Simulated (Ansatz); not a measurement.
**Y2Ge3 in Ansatz: the effect of Hubbard term**

The system is Y2Ge3.

```
Y Ge
1.0
     4.39243    0.00000    0.00000
    -2.19621    3.80395    0.00000
     0.00000    0.00000    7.10729
Y Ge
2 3
Direct
  0.00000 0.00000 0.27007
  0.00000 0.00000 0.72993
  0.66667 0.33333 0.00000
  0.66667 0.33333 0.50000
  0.33333 0.66667 0.00000
```

The cell comes from a database or a generator and needn't be the stable form of this composition.

Alike in all runs:

* Program: Ansatz 0.2.0
* Task: projected density of states
* Functional: r2SCAN
* Potentials or basis: Ansatz PAW
* Cutoff: 500 eV (not typed: the program's choice for these potentials)
* k mesh: 7 × 7 × 4
* Occupations: fermi-dirac, width 0.05 eV
* Spin: no spin polarisation
* Hubbard projectors: ortho-atomic (the default)
* Double counting: fll (the default)

```tsv
Hubbard term	pressure (GPa)
none	-0.5
Y d U = 1 eV	0.7
Y d U = 2 eV	?
Y d U = 3 eV	3.5
Y d U = 4 eV	4.9
Y d U = 5 eV	6.4
Y d U = 6 eV	7.8
Y d U = 8 eV	10.8
```

Question: What does the run with Hubbard term Y d U = 2 eV give?

Answer: Pressure 2.1 GPa.

Worked out: A parabola through the other rows of the pressure, of slope 1.37 GPa per eV there, gives 2.1 GPa, against the run's 2.1.

Caveats: the PAW data sets come from PBE, with cores solved anew for the run's functional, which leaves a small shift of forces and pressure; the density of states is complete only up to the lowest level of the last band computed; U without spin polarisation on a metal has little footing (some runs); the U is typed as a test and isn't derived for this compound (some runs).
